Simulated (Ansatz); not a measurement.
# Al: an axial (c/a) deformation path

This session takes Al and sets out to follow an axial (c/a) deformation at fixed volume.

This is Al in the hcp structure; at room conditions it is fcc.

Program: Ansatz 0.2.0. Level of theory: DFT PBEsol, scalar-relativistic, plane waves, PAW. These are calculated values, not measurements.

## 1. The starting structure

The structure is hexagonal, space group P6_3/mmc (No. 194). The conventional cell has a = 2.812 Å, b = 2.812 Å, c = 4.867 Å, α = 90.00°, β = 90.00°, γ = 120.00°. Al (site symmetry -6m2) has 12 Al at 2.81 to 2.93 Å in its first shell of neighbours.

Coordinates:

```cif
data_structure
_symmetry_space_group_name_H-M 'P6_3/mmc'
_symmetry_Int_Tables_number 194
_cell_length_a 2.8125
_cell_length_b 2.8125
_cell_length_c 4.8669
_cell_angle_alpha 90.000
_cell_angle_beta 90.000
_cell_angle_gamma 120.000
_cell_volume 33.34
loop_
_atom_site_label
_atom_site_type_symbol
_atom_site_symmetry_multiplicity
_atom_site_Wyckoff_symbol
_atom_site_fract_x
_atom_site_fract_y
_atom_site_fract_z
_atom_site_occupancy
Al1 Al 2 c 0.66667 0.33333 0.75000 1
```

It goes back to an entry of the Materials Project, which need not be the stable form.

No relaxation comes first: the listed cell is the starting point.

## 2. The reference cell

Reference values: F = -1049.0231 eV; pressure -1.33 GPa; largest force 0.000 eV/Å; gap on the mesh none (metal). It was computed beforehand with the settings of the runs below.

## 3. Setting up an axial (c/a) deformation path

At fixed volume and fractional coordinates, lengths along (0.000, 0.000, 1.000) are scaled against those across it; ρ is that ratio over its starting value.

## 4. Point ρ = 0.850

Contents of input.yaml:

```yaml
crystal:
  lattice:
    - [2.9690168435, 0.0, 0.0]
    - [-1.4845084217, 2.5712440107, 0.0]
    - [0.0, 0.0, 4.3671077923]
  atoms:
    - { symbol: Al, position: [0.6666666667, 0.3333333333, 0.75] }
    - { symbol: Al, position: [0.3333333333, 0.6666666667, 0.25] }
basis:
  ecutwfc: 420
kpoints:
  mp_grid: { grid: [24, 24, 12] }
hamiltonian:
  xc: pbesol
scf:
  occupations: { method: gaussian, width: 0.15 }
output:
  forces: true
  stress: true
  eigenvalues: true
```

Run with:

```
$ ansatz run input.yaml --threads 1 --pin off --max-ram 2560MiB --backend cpu --events-out ev --progress --plain --runs-dir out
```

## 5. ρ = 1.200

input.yaml: that of step 4 with these lines changed.

```diff
@@ -2,5 +2,5 @@
   lattice:
-    - [2.9690168435, 0.0, 0.0]
-    - [-1.4845084217, 2.5712440107, 0.0]
-    - [0.0, 0.0, 4.3671077923]
+    - [2.6466218154, 0.0, 0.0]
+    - [-1.3233109077, 2.2920417263, 0.0]
+    - [0.0, 0.0, 5.4958574366]
   atoms:
```

## 6. At ρ = 0.920

input.yaml: that of step 5 with these lines changed.

```diff
@@ -2,5 +2,5 @@
   lattice:
-    - [2.6466218154, 0.0, 0.0]
-    - [-1.3233109077, 2.2920417263, 0.0]
-    - [0.0, 0.0, 5.4958574366]
+    - [2.8917208132, 0.0, 0.0]
+    - [-1.4458604066, 2.5043036849, 0.0]
+    - [0.0, 0.0, 4.6036946748]
   atoms:
```

## 7. ρ = 1.100

input.yaml: that of step 6 with these lines changed.

```diff
@@ -2,5 +2,5 @@
   lattice:
-    - [2.8917208132, 0.0, 0.0]
-    - [-1.4458604066, 2.5043036849, 0.0]
-    - [0.0, 0.0, 4.6036946748]
+    - [2.7245079212, 0.0, 0.0]
+    - [-1.3622539606, 2.3594930726, 0.0]
+    - [0.0, 0.0, 5.186126246]
   atoms:
```

## 8. At ρ = 0.960

input.yaml: that of step 7 with these lines changed.

```diff
@@ -2,5 +2,5 @@
   lattice:
-    - [2.7245079212, 0.0, 0.0]
-    - [-1.3622539606, 2.3594930726, 0.0]
-    - [0.0, 0.0, 5.186126246]
+    - [2.8509869252, 0.0, 0.0]
+    - [-1.4254934626, 2.4690271031, 0.0]
+    - [0.0, 0.0, 4.7361863651]
   atoms:
```

## 9. ρ = 1.050

input.yaml: that of step 8 with these lines changed.

```diff
@@ -2,5 +2,5 @@
   lattice:
-    - [2.8509869252, 0.0, 0.0]
-    - [-1.4254934626, 2.4690271031, 0.0]
-    - [0.0, 0.0, 4.7361863651]
+    - [2.7670852347, 0.0, 0.0]
+    - [-1.3835426173, 2.3963661077, 0.0]
+    - [0.0, 0.0, 5.0277556248]
   atoms:
@@ -20 +20,5 @@
   eigenvalues: true
+  write_density: true
+  write_potential: true
+  elf: true
+  volumetric_format: npy
```

## 10. At ρ = 0.800

input.yaml: that of step 9 with these lines changed.

```diff
@@ -2,5 +2,5 @@
   lattice:
-    - [2.7670852347, 0.0, 0.0]
-    - [-1.3835426173, 2.3963661077, 0.0]
-    - [0.0, 0.0, 5.0277556248]
+    - [3.0296256867, 0.0, 0.0]
+    - [-1.5148128433, 2.6237328087, 0.0]
+    - [0.0, 0.0, 4.1941241885]
   atoms:
@@ -20,5 +20 @@
   eigenvalues: true
-  write_density: true
-  write_potential: true
-  elf: true
-  volumetric_format: npy
```

## 11. At ρ = 1.300

input.yaml: that of step 10 with these lines changed.

```diff
@@ -2,5 +2,5 @@
   lattice:
-    - [3.0296256867, 0.0, 0.0]
-    - [-1.5148128433, 2.6237328087, 0.0]
-    - [0.0, 0.0, 4.1941241885]
+    - [2.5769412602, 0.0, 0.0]
+    - [-1.2884706301, 2.2316965954, 0.0]
+    - [0.0, 0.0, 5.7970920447]
   atoms:
```

(Steps that only read results are left out.)

**Question.** What will these runs give? Wanted: highest point.

As calculated:

| quantity | value |
| --- | --- |
| highest point | 257.4 meV/atom at ρ = 1.300 |

What this shows: The energy drops below the reference, by 5.6 meV/atom at ρ = 0.960; the cell was taken as given and not relaxed at this level. No sampled point inside the path is a dip, apart from those named.
